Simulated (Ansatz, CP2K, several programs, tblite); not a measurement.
Energy against volume for Ga3AsN2, ordered on the zincblende lattice (P3m1) with 6 atoms a cell, at fixed shape and fractional coordinates, computed by several methods (PBE and r2SCAN, where shown, with plane waves in Ansatz); the cell shown is that of r2SCAN. With free coordinates or axes held, a curve is too stiff, and on another method's shape its minimum isn't the method's own volume. Space group P3m1 (No. 156), trigonal; a = 3.435 Å, c = 8.639 Å in the conventional setting, 14.71 Å³ an atom. N has 4 Ga at 1.94–2.06 Å; N has 4 Ga at 1.96–2.06 Å; As has 4 Ga at 2.30–2.44 Å; Ga has 4 N at 1.96–2.06 Å; Ga has 3 N at 2.06 Å and 1 As at 2.44 Å; Ga has 1 N at 1.94 Å and 3 As at 2.30 Å. Values at 0 K without nuclear motion; spin polarisation is off, and the phase may be a hypothetical one. Energies count from each curve's lowest point; fits are third-order Birch-Murnaghan.

```cif
data_structure
_symmetry_space_group_name_H-M 'P 1'
_symmetry_Int_Tables_number 1
_cell_length_a 3.4346
_cell_length_b 3.4346
_cell_length_c 8.6392
_cell_angle_alpha 90.000
_cell_angle_beta 90.000
_cell_angle_gamma 120.000
_cell_volume 88.26
loop_
_atom_site_label
_atom_site_type_symbol
_atom_site_fract_x
_atom_site_fract_y
_atom_site_fract_z
_atom_site_occupancy
N1 N 0.00000 0.00000 0.02021 1
N2 N 0.33333 0.66667 0.31180 1
As1 As 0.66667 0.33333 0.65993 1
Ga1 Ga 0.33333 0.66667 0.08549 1
Ga2 Ga 0.66667 0.33333 0.37709 1
Ga3 Ga 0.00000 0.00000 0.79549 1
```

PBE/SZV (CP2K), on the shape of the cell shown:
```
V (Å³/atom)  E (meV/atom)
     12.945        281.42
     13.827        122.64
     14.710         36.81
     15.592          0.00
     16.475          0.54
```
The points scatter about a smooth fit, so no fit is quoted.

light PBE (260 eV, its own mesh), on the shape of the cell shown:

| V (Å³/atom) | E (meV/atom) |
| --- | --- |
| 13.533 | 90.05 |
| 14.121 | 44.62 |
| 14.710 | 17.91 |
| 15.298 | 0.00 |
| 15.886 | 6.40 |
| 16.475 | 27.33 |

The points scatter about a smooth fit, as a low cutoff and a light mesh can make them, so no fit is quoted.

**Question.** GFN2-xTB (tblite), on the shape of the cell shown, as a cluster of 54 atoms at the zone centre, gives
```csv
V (Å³/atom),E (meV/atom)
12.945,177.74
13.827,77.65
14.710,22.13
15.592,0.00
16.475,2.14
```
What equilibrium volume and bulk modulus follow?

**Answer.** V₀ = 15.93 Å³ an atom and B₀ = 71 GPa.

GFN1-xTB (tblite), on the shape of the cell shown, as a cluster of 54 atoms at the zone centre:
```
V (Å³/atom)  E (meV/atom)
     12.945        347.91
     13.827        175.05
     14.710         72.07
     15.592         18.37
     16.475          0.00
```
The lowest point is an end point, so the minimum isn't bracketed.

**Question.** r2SCAN, on the shape of its own relaxed cell, gives
```tsv
V (Å³/atom)	E (meV/atom)
13.827	24.78
14.268	5.97
14.710	0.00
15.151	4.90
15.592	19.02
```
What equilibrium volume and bulk modulus follow?

**Answer.** V₀ = 14.72 Å³ an atom and B₀ = 131 GPa.
